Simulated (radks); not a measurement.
**Ionisation of Mn⁺: one atom, several choices of relativity**

The task here is to estimate one member of a computed series from the others.

Program: radks (a radial shooting solver on a logarithmic mesh, Libxc functionals) version 1. Level of theory: Kohn-Sham, PBE, spin-unpolarised, spherical densities. These are calculated values, not measurements, unless marked.

### The atom as given

* element: manganese (Z = 25)
* charge: +1
* electrons: 24
* configuration: [Ar] 3d5 4s1
* ion: Mn²⁺, [Ar] 3d5
* choices: non-relativistic; scalar-relativistic; Dirac, 2j+1 shares; Dirac, low j first; scalar-relativistic, finite nucleus; Dirac, 2j+1 shares, finite nucleus; Dirac, c × 0.85; Dirac, c × 1.5; Dirac, c × 3

The first run:

Settings of this run:

```text
Z 25
configuration [Ar] 3d5 4s1 4p0 5s0
relativity non-relativistic
functional pbe,pbe
spin unpolarised
nucleus point
```

Steps of the session up to this table: non-relativistic: Mn⁺.

One of the session's tables, all rows but one given; the rest of the session is left out.

It belongs to the step «non-relativistic: Mn⁺». Radial moments (bohr):

| level | <r> | outermost maximum (interpolated) | 90 % within | nodes |
| --- | --- | --- | --- | --- |
| 1s | 0.06157 | 0.0405 | 0.110 | 0 |
| 2s | 0.2824 | 0.235 | 0.437 | 1 |
| 2p | 0.2482 | 0.189 | 0.407 | 0 |
| 3s | 0.8604 | 0.743 | 1.29 | 2 |
| 3p | ? | ? | ? | ? |
| 3d | 1.180 | 0.760 | 2.06 | 0 |
| 4s | 2.836 | 2.40 | 4.23 | 3 |
| 4p | 3.557 | 2.96 | 5.37 | 2 |

Q: Estimate the row for 3p from the others.

The run gave: <r>: 0.9078; outermost maximum (interpolated): 0.755; 90 % within: 1.40; nodes: 1. In the column «<r>» it lies between 3s (0.8604) and 3d (1.180).

Limits of these values: Spin polarisation and multiplet splitting of open shells are left out at every level.
